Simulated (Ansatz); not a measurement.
# Mg2CdTe3: the cost of one run

Program: Ansatz 0.2.0. Level of theory: DFT PBE, scalar-relativistic, plane waves, PAW. These are calculated values, not measurements.

### Step 1. Starting point

The structure is trigonal, space group P-31m (No. 162). Conventional cell: a = 7.351 Å, b = 7.351 Å, c = 6.911 Å, α = 90.00°, β = 90.00°, γ = 120.00°. Around Mg (site symmetry -3m) lie 6 Te at 3.00 Å. Around Mg (site symmetry 32) lie 6 Te at 3.00 Å. Around Cd (site symmetry 32) lie 6 Te at 3.00 Å. Te (site symmetry m) is surrounded by 4 Mg at 3.00 Å and 2 Cd at 3.00 Å.

Coordinates:

```xyz
12
Lattice="7.3509 0.0000 0.0000 -3.6755 6.3661 0.0000 0.0000 0.0000 6.9106" Properties=species:S:1:pos:R:3 pbc="T T T"
Mg    0.0000    0.0000    3.4553
Mg    0.0000    0.0000    0.0000
Mg    3.6755    2.1220    0.0000
Mg    0.0000    4.2441    0.0000
Cd    3.6755    2.1220    3.4553
Cd    0.0000    4.2441    3.4553
Te   -1.2252    2.1220    1.7276
Te    2.4503    4.2441    1.7276
Te    2.4503    0.0000    1.7276
Te    1.2252    2.1220    5.1829
Te   -2.4503    4.2441    5.1829
Te    4.9006    0.0000    5.1829
```

The start is an ordering of an alloy on its end members' structure types: elements ordered on the sites of the MgTe type, Cd/Mg on Mg (P-31m, No. 162).

### Step 2. Probe: one point on a coarse mesh

input.yaml

```yaml
crystal:
  lattice:
    - [7.35093152, 0.0, 0.0]
    - [-3.67546576, 6.36609344, 0.0]
    - [0.0, 0.0, 6.91058253]
  atoms:
    - { symbol: Mg, position: [0.0, 0.0, 0.5] }
    - { symbol: Mg, position: [0.0, 0.0, 0.0] }
    - { symbol: Mg, position: [0.66666667, 0.33333333, 0.0] }
    - { symbol: Mg, position: [0.33333333, 0.66666667, 0.0] }
    - { symbol: Cd, position: [0.66666667, 0.33333333, 0.5] }
    - { symbol: Cd, position: [0.33333333, 0.66666667, 0.5] }
    - { symbol: Te, position: [0.0, 0.33333333, 0.25] }
    - { symbol: Te, position: [0.66666667, 0.66666667, 0.25] }
    - { symbol: Te, position: [0.33333333, 0.0, 0.25] }
    - { symbol: Te, position: [0.33333333, 0.33333333, 0.75] }
    - { symbol: Te, position: [0.0, 0.66666667, 0.75] }
    - { symbol: Te, position: [0.66666667, 0.0, 0.75] }
basis:
  ecutwfc: 420
kpoints:
  mp_grid: { grid: [3, 3, 4] }
hamiltonian:
  xc: pbe
scf:
  occupations: { method: gaussian, width: 0.1 }
  lower_state_search: "off"
output:
  forces: true
  stress: true
  eigenvalues: true
```

Launch:

```sh
$ ansatz run input.yaml --threads 1 --pin off --max-ram 2560MiB --backend cpu --events-out ev --progress --plain --runs-dir out
```

What time and memory should one allow on 1 thread of Intel Xeon Platinum 8259CL at 2.50GHz (Skylake/Cascade Lake), shared host?

About 17 s, with a peak of 0.75 GiB.
